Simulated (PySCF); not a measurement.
# C₇H₆BF₃: vibronic structure

Aim: compute the vibronic structure of C₇H₆BF₃ (`Bc1ccccc1C(F)(F)F`).

Computed with PySCF 2.14.0 and routines of our own; the level stands in each step. Atoms count from 0.

## 1. The system as given

17 atoms, charge 0, multiplicity 1; geometry from: GFN2-xTB.

## 2. Vibronic structure: TDDFT HF/def2-SV(P)

The job: settings as JSON, then the geometry in Å.

```
{"job": {"kind": "vib", "xc": "HF", "basis": "def2-SV(P)", "tda": false}, "charge": 0, "multiplicity": 1}
B      0.907293     2.076324     0.111309
C     -0.056602     0.844341     0.101288
C     -1.435686     0.928882     0.291513
C     -2.235397    -0.199206     0.269672
C     -1.683101    -1.453107     0.055732
C     -0.319647    -1.574191    -0.134024
C      0.468208    -0.431707    -0.108643
C      1.944937    -0.549075    -0.314900
F      2.275909    -1.097992    -1.497109
F      2.551677     0.661116    -0.281297
F      2.558299    -1.296335     0.620080
H      1.319931     2.474410     1.128355
H      1.049941     2.699235    -0.865732
H     -1.878521     1.899688     0.457503
H     -3.300411    -0.102155     0.420288
H     -2.311163    -2.329949     0.036197
H      0.137335    -2.538250    -0.300142
```

Method: TDDFT HF/def2-SV(P) vertical-gradient vibronic structure (displaced harmonic oscillators, Condon), gas phase.

Command:

```bash
$ OMP_NUM_THREADS=1 python excited_run.py task.json out
```

The driver reads the jobs from task.json and runs them one after another.

The program printed:

```text
final grid: 72176 points
cycle   1  E = -590.8476152347  dE =  2.975e+00  |g| = 1.000e+00  |ddm| = 4.756e+00
cycle   2  E = -591.0356713788  dE = -1.881e-01  |g| = 5.559e-01  |ddm| = 1.459e+00
cycle   3  E = -591.0899475827  dE = -5.428e-02  |g| = 1.007e-01  |ddm| = 5.665e-01
cycle   4  E = -591.0930347738  dE = -3.087e-03  |g| = 3.012e-02  |ddm| = 2.186e-01
cycle   5  E = -591.0933066182  dE = -2.718e-04  |g| = 7.691e-03  |ddm| = 4.698e-02
cycle   6  E = -591.0933303746  dE = -2.376e-05  |g| = 2.929e-03  |ddm| = 1.237e-02
cycle   7  E = -591.0933367466  dE = -6.372e-06  |g| = 1.100e-03  |ddm| = 6.524e-03
cycle   8  E = -591.0933383326  dE = -1.586e-06  |g| = 4.989e-04  |ddm| = 3.369e-03
cycle   9  E = -591.0933387136  dE = -3.810e-07  |g| = 1.942e-04  |ddm| = 1.926e-03
cycle  10  E = -591.0933387589  dE = -4.529e-08  |g| = 6.505e-05  |ddm| = 7.040e-04
cycle  11  E = -591.0933387627  dE = -3.817e-09  |g| = 1.701e-05  |ddm| = 2.164e-04
cycle  12  E = -591.0933387628  dE = -1.696e-10  |g| = 7.176e-06  |ddm| = 4.623e-05
converged SCF energy = -591.0933387628

Singlet excitations (eV, f): 5.941 (0.0280)  6.048 (0.0025)  6.744 (0.0002)  7.630 (0.7802)  7.724 (0.6881)  8.302 (0.0435)

State S1  5.9415 eV  f = 0.02801  H->L 0.68, H-1->L+2 0.30
  relaxed dipole 3.056 D, largest gradient of the excitation energy 0.0422 Eh/bohr
  mode    cm-1        S   lambda/meV  Raman
   34   1258.7    0.3507      54.7   1.000
   28   1090.2    0.2292      31.0   0.490
   35   1311.0    0.1021      16.6   0.316
   19    786.8    0.1272      12.4   0.142
   29   1121.0    0.0574       8.0   0.130
   32   1202.3    0.0422       6.3   0.110
    7    343.6    0.1474       6.3   0.031
   17    726.6    0.0691       6.2   0.066
    8    384.4    0.1246       5.9   0.033
    5    247.6    0.1773       5.4   0.020
   37   1456.4    0.0260       4.7   0.099
   25   1006.4    0.0237       3.0   0.043
  reorganisation energy 0.1704 eV, total S 1.609, 0-0 5.7711 eV
  absorption maximum 5.775 eV, width 0.224 eV

State S4  7.6301 eV  f = 0.78021  H-1->L 0.43, H->L+2 0.42
  relaxed dipole 3.250 D, largest gradient of the excitation energy 0.0323 Eh/bohr
  mode    cm-1        S   lambda/meV  Raman
   34   1258.7    0.2855      44.6   1.000
   28   1090.2    0.2308      31.2   0.606
    3    130.0    0.9432      15.2   0.035
   17    726.6    0.1521      13.7   0.178
   29   1121.0    0.0659       9.2   0.183
   25   1006.4    0.0620       7.7   0.139
   32   1202.3    0.0490       7.3   0.157
   35   1311.0    0.0363       5.9   0.138
   37   1456.4    0.0254       4.6   0.119
   19    786.8    0.0372       3.6   0.051
   12    504.0    0.0500       3.1   0.028
    5    247.6    0.0883       2.7   0.012
  reorganisation energy 0.1648 eV, total S 2.197, 0-0 7.4653 eV
  absorption maximum 7.483 eV, width 0.244 eV

State S5  7.7238 eV  f = 0.68807  H-1->L+2 0.59, H->L 0.25
  relaxed dipole 3.040 D, largest gradient of the excitation energy 0.0340 Eh/bohr
  mode    cm-1        S   lambda/meV  Raman
   28   1090.2    0.2459      33.2   0.925
   34   1258.7    0.1994      31.1   1.000
   17    726.6    0.2198      19.8   0.367
   32   1202.3    0.1047      15.6   0.479
   29   1121.0    0.1050      14.6   0.418
    3    130.0    0.7728      12.5   0.041
   25   1006.4    0.0892      11.1   0.286
   37   1456.4    0.0228       4.1   0.153
   12    504.0    0.0575       3.6   0.046
   13    537.9    0.0396       2.6   0.036
   31   1179.0    0.0169       2.5   0.074
   15    604.9    0.0303       2.3   0.035
  reorganisation energy 0.1636 eV, total S 1.991, 0-0 7.5601 eV
  absorption maximum 7.572 eV, width 0.226 eV

State T1  3.4374 eV  f = 0.00000  H-1->L 0.46, H->L+2 0.44
  relaxed dipole 2.846 D, largest gradient of the excitation energy 0.0390 Eh/bohr
  mode    cm-1        S   lambda/meV  Raman
   28   1090.2    0.3598      48.6   0.950
   34   1258.7    0.2840      44.3   1.000
   29   1121.0    0.1382      19.2   0.386
   32   1202.3    0.1238      18.4   0.398
   17    726.6    0.1836      16.5   0.215
   19    786.8    0.1329      13.0   0.183
   25   1006.4    0.0678       8.5   0.153
   12    504.0    0.0432       2.7   0.024
   35   1311.0    0.0148       2.4   0.057
    7    343.6    0.0527       2.2   0.014
   37   1456.4    0.0115       2.1   0.054
   31   1179.0    0.0141       2.1   0.044
  reorganisation energy 0.1947 eV, total S 1.653, 0-0 3.2427 eV
  absorption maximum 3.387 eV, width 0.322 eV
```

Wall time 42 s (1 thread of Arm Neoverse N1, shared host).

## 3. Vibronic structure: TDDFT HF/def2-SV(P)

The job, as its differences from that of step 2:

```diff
@@ -1,2 +1,2 @@
-{"job": {"kind": "vib", "xc": "HF", "basis": "def2-SV(P)", "tda": false}, "charge": 0, "multiplicity": 1}
+{"job": {"kind": "vib", "xc": "HF", "basis": "def2-SV(P)", "tda": false, "nstates": 10}, "charge": 0, "multiplicity": 1}
 B      0.907293     2.076324     0.111309
```

Method: TDDFT HF/def2-SV(P) vertical-gradient vibronic structure (displaced harmonic oscillators, Condon), gas phase.

The program printed:

```text
final grid: 72176 points
cycle   1  E = -590.8476152347  dE =  2.975e+00  |g| = 1.000e+00  |ddm| = 4.756e+00
cycle   2  E = -591.0356713788  dE = -1.881e-01  |g| = 5.559e-01  |ddm| = 1.459e+00
cycle   3  E = -591.0899475827  dE = -5.428e-02  |g| = 1.007e-01  |ddm| = 5.665e-01
cycle   4  E = -591.0930347738  dE = -3.087e-03  |g| = 3.012e-02  |ddm| = 2.186e-01
cycle   5  E = -591.0933066182  dE = -2.718e-04  |g| = 7.691e-03  |ddm| = 4.698e-02
cycle   6  E = -591.0933303746  dE = -2.376e-05  |g| = 2.929e-03  |ddm| = 1.237e-02
cycle   7  E = -591.0933367466  dE = -6.372e-06  |g| = 1.100e-03  |ddm| = 6.524e-03
cycle   8  E = -591.0933383326  dE = -1.586e-06  |g| = 4.989e-04  |ddm| = 3.369e-03
cycle   9  E = -591.0933387136  dE = -3.810e-07  |g| = 1.942e-04  |ddm| = 1.926e-03
cycle  10  E = -591.0933387589  dE = -4.529e-08  |g| = 6.505e-05  |ddm| = 7.040e-04
cycle  11  E = -591.0933387627  dE = -3.817e-09  |g| = 1.701e-05  |ddm| = 2.164e-04
cycle  12  E = -591.0933387628  dE = -1.696e-10  |g| = 7.176e-06  |ddm| = 4.623e-05
converged SCF energy = -591.0933387628

Singlet excitations (eV, f): 5.941 (0.0280)  6.048 (0.0025)  6.744 (0.0002)  7.630 (0.7802)  7.724 (0.6881)  8.302 (0.0435)  8.430 (0.0007)  8.781 (0.0000)  8.858 (0.0052)  9.202 (0.0121)

State S1  5.9415 eV  f = 0.02801  H->L 0.68, H-1->L+2 0.30
  relaxed dipole 3.056 D, largest gradient of the excitation energy 0.0422 Eh/bohr
  mode    cm-1        S   lambda/meV  Raman
   34   1258.7    0.3507      54.7   1.000
   28   1090.2    0.2292      31.0   0.490
   35   1311.0    0.1021      16.6   0.316
   19    786.8    0.1272      12.4   0.142
   29   1121.0    0.0574       8.0   0.130
   32   1202.3    0.0422       6.3   0.110
    7    343.6    0.1474       6.3   0.031
   17    726.6    0.0691       6.2   0.066
    8    384.4    0.1246       5.9   0.033
    5    247.6    0.1773       5.4   0.020
   37   1456.4    0.0260       4.7   0.099
   25   1006.4    0.0237       3.0   0.043
  reorganisation energy 0.1704 eV, total S 1.609, 0-0 5.7711 eV
  absorption maximum 5.775 eV, width 0.224 eV

State S4  7.6301 eV  f = 0.78020  H-1->L 0.43, H->L+2 0.42
  relaxed dipole 3.250 D, largest gradient of the excitation energy 0.0323 Eh/bohr
  mode    cm-1        S   lambda/meV  Raman
   34   1258.7    0.2855      44.6   1.000
   28   1090.2    0.2308      31.2   0.606
    3    130.0    0.9432      15.2   0.035
   17    726.6    0.1521      13.7   0.178
   29   1121.0    0.0659       9.2   0.183
   25   1006.4    0.0620       7.7   0.139
   32   1202.3    0.0490       7.3   0.157
   35   1311.0    0.0363       5.9   0.138
   37   1456.4    0.0254       4.6   0.119
   19    786.8    0.0372       3.6   0.051
   12    504.0    0.0500       3.1   0.028
    5    247.6    0.0883       2.7   0.012
  reorganisation energy 0.1648 eV, total S 2.197, 0-0 7.4653 eV
  absorption maximum 7.483 eV, width 0.244 eV

State S5  7.7238 eV  f = 0.68807  H-1->L+2 0.59, H->L 0.25
  relaxed dipole 3.040 D, largest gradient of the excitation energy 0.0340 Eh/bohr
  mode    cm-1        S   lambda/meV  Raman
   28   1090.2    0.2459      33.2   0.925
   34   1258.7    0.1994      31.1   1.000
   17    726.6    0.2198      19.8   0.367
   32   1202.3    0.1047      15.6   0.479
   29   1121.0    0.1050      14.6   0.418
    3    130.0    0.7728      12.5   0.041
   25   1006.4    0.0892      11.1   0.286
   37   1456.4    0.0228       4.1   0.153
   12    504.0    0.0575       3.6   0.046
   13    537.9    0.0396       2.6   0.036
   31   1179.0    0.0169       2.5   0.074
   15    604.9    0.0303       2.3   0.035
  reorganisation energy 0.1636 eV, total S 1.991, 0-0 7.5601 eV
  absorption maximum 7.572 eV, width 0.226 eV

State T1  3.4374 eV  f = 0.00000  H-1->L 0.46, H->L+2 0.44
  relaxed dipole 2.846 D, largest gradient of the excitation energy 0.0390 Eh/bohr
  mode    cm-1        S   lambda/meV  Raman
   28   1090.2    0.3598      48.6   0.950
   34   1258.7    0.2840      44.3   1.000
   29   1121.0    0.1382      19.2   0.386
   32   1202.3    0.1238      18.4   0.398
   17    726.6    0.1836      16.5   0.215
   19    786.8    0.1329      13.0   0.183
   25   1006.4    0.0678       8.5   0.153
   12    504.0    0.0432       2.7   0.024
   35   1311.0    0.0148       2.4   0.057
    7    343.6    0.0527       2.2   0.014
   37   1456.4    0.0115       2.1   0.054
   31   1179.0    0.0141       2.1   0.044
  reorganisation energy 0.1947 eV, total S 1.653, 0-0 3.2427 eV
  absorption maximum 3.387 eV, width 0.322 eV
```

Wall time 46 s (1 thread of Arm Neoverse N1, shared host); peak memory 0.93 GiB.

## 4. What came out

```
                                                                                     quantity                     value
S1: vertical, reorganisation, 0-0, total S (step 2, TDDFT HF/def2-SV(P), modes from GFN2-xTB)  5.94, 0.17, 5.77 eV; 1.6
S4: vertical, reorganisation, 0-0, total S (step 2, TDDFT HF/def2-SV(P), modes from GFN2-xTB)  7.63, 0.16, 7.47 eV; 2.2
S5: vertical, reorganisation, 0-0, total S (step 2, TDDFT HF/def2-SV(P), modes from GFN2-xTB)  7.72, 0.16, 7.56 eV; 2.0
S1: vertical, reorganisation, 0-0, total S (step 3, TDDFT HF/def2-SV(P), modes from GFN2-xTB)  5.94, 0.17, 5.77 eV; 1.6
S4: vertical, reorganisation, 0-0, total S (step 3, TDDFT HF/def2-SV(P), modes from GFN2-xTB)  7.63, 0.16, 7.47 eV; 2.2
S5: vertical, reorganisation, 0-0, total S (step 3, TDDFT HF/def2-SV(P), modes from GFN2-xTB)  7.72, 0.16, 7.56 eV; 2.0
```

In words: The vibronic model keeps the ground-state modes (from xTB) and shifts them along the gradient alone, so it can miss much of the relaxation that a full optimisation finds.
